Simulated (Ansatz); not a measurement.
# NaWO3: a tetragonal deformation path

One table from this session's results is given with a row withheld; the runs are named, their logs left out.

Computed with Ansatz 0.2.0 (DFT r2SCAN, scalar-relativistic, plane waves, PAW, unless a step's input says otherwise).

## The structure to begin with

It takes space group Pm-3m (No. 221, cubic). Conventional cell: a = 3.850 Å, b = 3.850 Å, c = 3.850 Å, α = 90.00°, β = 90.00°, γ = 90.00°. Na (site symmetry m-3m) is surrounded by 12 O at 2.72 Å. W (site symmetry m-3m) is surrounded by 6 O at 1.93 Å. O (site symmetry 4/mmm) is surrounded by 2 W at 1.93 Å and 4 Na at 2.72 Å.

Coordinates:

```
CELL_PARAMETERS angstrom
3.85000 0.00000 0.00000
0.00000 3.85000 0.00000
0.00000 0.00000 3.85000
ATOMIC_POSITIONS crystal
Na 0.00000 0.00000 0.00000
W 0.50000 0.50000 0.50000
O 0.50000 0.50000 0.00000
O 0.00000 0.50000 0.50000
O 0.50000 0.00000 0.50000
```

The cell is taken as given, not relaxed at this level.

## The reference cell

The reference gives a free energy of -13595.3014 eV, pressure 4.89 GPa, largest force 0.000 eV/Å and gap on the mesh none (metal). It was computed beforehand with the settings of the runs below.

Set-up of the first run:

At fixed volume and fractional coordinates, lengths along (0.000, 0.000, 1.000) are scaled against those across it; ρ is that ratio over its starting value.

File input.yaml:

```yaml
crystal:
  lattice:
    - [4.3216964388, 0.0, 0.0]
    - [0.0, 4.3216964388, 0.0]
    - [0.0, 0.0, 3.0554393822]
  atoms:
    - { symbol: Na, position: [0.0, 0.0, 0.0] }
    - { symbol: W, position: [0.5, 0.5, 0.5] }
    - { symbol: O, position: [0.5, 0.5, 0.0] }
    - { symbol: O, position: [0.0, 0.5, 0.5] }
    - { symbol: O, position: [0.5, 0.0, 0.5] }
basis:
  ecutwfc: 500
kpoints:
  mp_grid: { grid: [14, 14, 14] }
hamiltonian:
  xc: r2scan
scf:
  occupations: { method: gaussian, width: 0.15 }
output:
  forces: true
  stress: true
  eigenvalues: true
```

Launch:

```sh
ansatz run input.yaml --threads 1 --pin off --max-ram 2560MiB --backend cpu --events-out ev --progress --plain --runs-dir out
```

Steps of the session up to this table: Point ρ = 0.707; At ρ = 1.414; Point ρ = 0.850; At ρ = 1.200; Point ρ = 0.780; At ρ = 1.300; Point ρ = 0.920; Point ρ = 1.100; ρ = 0.650; At ρ = 1.500; ρ = 0.960; At ρ = 1.050.

One of the session's tables, all rows but one given; the rest of the session is left out.

```
    ρ  ΔE (meV/atom)  pressure (GPa)
0.650         3637.6           108.7
0.707         2100.8            73.6
0.780              ?               ?
0.850          351.9            18.5
0.920           81.8             8.3
0.960           18.4             5.7
1.000            0.0             4.9
1.050           24.3             6.0
1.100           89.9             9.0
1.200          312.6            19.6
1.300          633.7            34.8
1.414         1093.7            56.0
1.500         1497.3            74.0
```

Q: Estimate the row for ρ = 0.780 from the others.

Worked estimate for «ΔE (meV/atom)». A straight line through the neighbours (0.707, 2100.8) and (0.850, 351.9) gives 2100.8 + (351.9 − 2100.8) × (0.780 − 0.707) / (0.850 − 0.707) = 1208.0; a parabola fitted to 4 rows on both sides gives 937.5.

As computed: ΔE (meV/atom): 935.6; pressure (GPa): 38.5. In «ΔE (meV/atom)» the line misses by +272.4 and the parabola by +1.9.

Limits of these values: The final runs have no spin polarisation, so a magnetic state may lie lower.
